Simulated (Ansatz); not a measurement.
Set up this calculation in Ansatz 0.2.0, as the native input.

- Task: single point
- Functional: PBE
- Potentials or basis: PseudoDojo standard (PBE files)
- Cutoff: 1497 eV
- Density cutoff: 5987 eV
- k mesh: 6 × 6 × 5
- Occupations: fermi-dirac, width 0.05 eV
- Spin: collinear spin, ferromagnetic start
- Starting moments: [0.0, 0.0, 4.0, 1.0, 0.0, 0.0, 0.0, 0.0, 0.0, 0.0] μB

Crystal: NaLaMnMoO6.

```xyz
10
Lattice="5.4321 -0.0113 -0.0003 2.4436 4.9348 -0.0186 0.1094 2.6847 5.0456" Properties=species:S:1:pos:R:3 pbc="T T T"
Na    4.0149    2.2638    3.7141
La    3.4885    2.5591    0.0405
Mn    6.4651    3.9635    2.0907
Mo    3.6032    5.7223    1.6638
O     4.6507    4.5363    2.8337
O     2.3582    0.4025    0.2897
O     2.2610    2.2480    2.2733
O     2.3489    4.5717    0.5966
O     2.2563    5.4095    3.0451
O     5.5988    2.3431    1.0178
```

The cell was built by a generator and needn't be a form met in nature.

One way to write it, as run:

input.yaml

```yaml
crystal:
  lattice:
    - [5.43212, -0.0113, -0.00034]
    - [2.44365, 4.93484, -0.01855]
    - [0.1094, 2.68471, 5.04562]
  atoms:
    - { symbol: Na, position: [0.6974, 0.05972, 0.73638] }
    - { symbol: La, position: [0.41072, 0.51412, 0.00994] }
    - { symbol: Mn, position: [0.92147, 0.57866, 0.41655], spin: 4.0 }
    - { symbol: Mo, position: [0.21633, 0.9787, 0.33337], spin: 1.0 }
    - { symbol: O, position: [0.56869, 0.61375, 0.56391] }
    - { symbol: O, position: [0.40995, 0.05114, 0.05764] }
    - { symbol: O, position: [0.31236, 0.2107, 0.45135] }
    - { symbol: O, position: [0.04288, 0.86047, 0.1214] }
    - { symbol: O, position: [0.05836, 0.76646, 0.60633] }
    - { symbol: O, position: [0.86183, 0.36628, 0.20313] }
hamiltonian:
  xc: pbe
  pseudopotentials: { kind: nc, accuracy: standard }
magnetization:
  spin_polarized: true
kpoints:
  mp_grid: { grid: [6, 6, 5] }
scf:
  occupations: { method: fermi_dirac, width: 0.05 }
output:
  forces: true
  stress: true
  eigenvalues: true
  write_density: true
  write_potential: true
  elf: true
  volumetric_format: npy
```

Potentials or basis: PseudoDojo standard (PBE files).

Launch:

```sh
$ ansatz run input.yaml --threads 8 --pin off --max-ram 20480MiB --backend cpu --events-out ev --progress --plain --runs-dir out
```

It gave:

* Pressure: -0.2 GPa
* Largest force: 0.057 eV/Å
* Band gap on the k mesh: 0.20 eV, indirect (least direct gap 0.37 eV)
* Net moment: 5.00 μB per cell
* Absolute moment: 5.03 μB per cell
* Site moments: Na +0.00; La +0.02; Mn +3.82; Mo +0.14; O +0.01, +0.03, +0.04, +0.06, +0.02 μB

Caveat: odd divisions of the mesh miss points on the zone boundary, where band edges often lie, so the gap on the mesh can be too wide; spin-orbit coupling is left out, which moves the levels of the heavy elements; a cell with one magnetic atom can't hold antiferromagnetic order, which such compounds often take.

Wall time 4 min on 8 threads of Arm Neoverse V2, on a shared host, peak memory 5.3 GiB.
